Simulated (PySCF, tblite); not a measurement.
# C₈H₁₄O: geometry, infrared bands and NMR shifts

Wanted: the infrared bands and NMR shifts of C₈H₁₄O (`O[C@@H]1CCCC2(CC2)C1`), by calculation.

Programs: tblite 0.8.0 and PySCF 2.14.0, with density-fitted response routines of our own. Each step states its level of theory. These are calculated values for one molecule in the gas phase, unless marked as measured. Atoms are numbered from 0 throughout.

## (1) The starting structure

23 atoms, charge 0, multiplicity 1; geometry from: force field or distance geometry start.

Bonds of the start (Å): O0–C1 1.38, C1–C2 1.53, C2–C3 1.52, C3–C4 1.51, C4–C5 1.50, C5–C6 1.50, C6–C7 1.53, C5–C8 1.50, C8–C1 1.51, C7–C5 1.49, O0–H9 0.97, C1–H10 1.12, C2–H11 1.10, C2–H12 1.09, C3–H13 1.11, C3–H14 1.12, C4–H15 1.10, C4–H16 1.11, C6–H17 1.11, C6–H18 1.11, C7–H19 1.12, C7–H20 1.11, C8–H21 1.12, C8–H22 1.11.

## (2) Geometry optimisation with GFN2-xTB

Job settings and geometry (Å):

```
{"job": {"kind": "relax", "xc": "GFN2-xTB", "basis": "xTB"}, "charge": 0, "multiplicity": 1}
O      2.202000     1.855400     0.613500
C      1.270900     0.832900     0.554300
C      1.894600    -0.504600     0.140100
C      0.835700    -1.540400     0.481200
C     -0.391000    -1.336900    -0.381000
C     -0.914900     0.064200    -0.249900
C     -2.240000     0.465900    -0.823500
C     -2.052600     0.290500     0.686500
C      0.171300     1.077800    -0.447700
H      2.671100     2.020200    -0.221400
H      0.791900     0.666700     1.547700
H      1.938300    -0.468300    -0.962500
H      2.855000    -0.694400     0.612100
H      1.208500    -2.576600     0.360700
H      0.527400    -1.306100     1.537000
H     -0.116600    -1.559700    -1.418600
H     -1.193000    -2.034800    -0.067300
H     -2.404000     1.532100    -1.087900
H     -2.831900    -0.297800    -1.372500
H     -2.579800    -0.627800     1.060200
H     -2.112600     1.178100     1.343300
H      0.629600     0.859400    -1.441000
H     -0.164500     2.131300    -0.453100
```

On the command line:

```console
$ OMP_NUM_THREADS=1 python probes_run.py task.json out
```

The driver reads the jobs from task.json and runs them one after another.

**Question.** This job is followed by: GFN2-xTB harmonic vibrations, gas phase; GIAO PBE0/pcSseg-1 NMR shielding, non-relativistic, gas phase. Predict these results of the whole session: strongest single infrared mode (GFN2-xTB); zero-point energy (GFN2-xTB); ¹³C shifts against TMS (PBE0/pcSseg-1); ¹H shifts against TMS (PBE0/pcSseg-1); ¹⁷O shifts against H2O (PBE0/pcSseg-1).

The runs gave:

| quantity | value |
| --- | --- |
| strongest single infrared mode (GFN2-xTB) | 2952 cm⁻¹, 113 km/mol |
| zero-point energy (GFN2-xTB) | 128.5 kcal/mol |
| ¹³C shifts against TMS (PBE0/pcSseg-1) | 74.3, 50.7, 41.6, 38.8, 27.7, 20.4, 14.7, 13.7 ppm |
| ¹H shifts against TMS (PBE0/pcSseg-1) | 3.60, 2.26, 1.74, 1.61, 1.52, 1.36, 1.26, 0.84, 0.69, 0.33, 0.29, 0.24, 0.23, -0.11 ppm |
| ¹⁷O shifts against H2O (PBE0/pcSseg-1) | 75.1 ppm |

In words: Over 65 steps the energy fell by 0.694 eV; of the close pairs, C7–H19 changed most, 1.123 to 1.080 Å. All 63 modes are real, so the xTB geometry is a minimum. GFN2-xTB is a fitted tight-binding method: band positions and strengths are rough. Its intensities can rank the bands wrongly. H10 (hydrogen on an sp3 CH bonded to O) lies farthest downfield among hydrogen, at 3.60 ppm; its carbon carries O, which withdraws density.
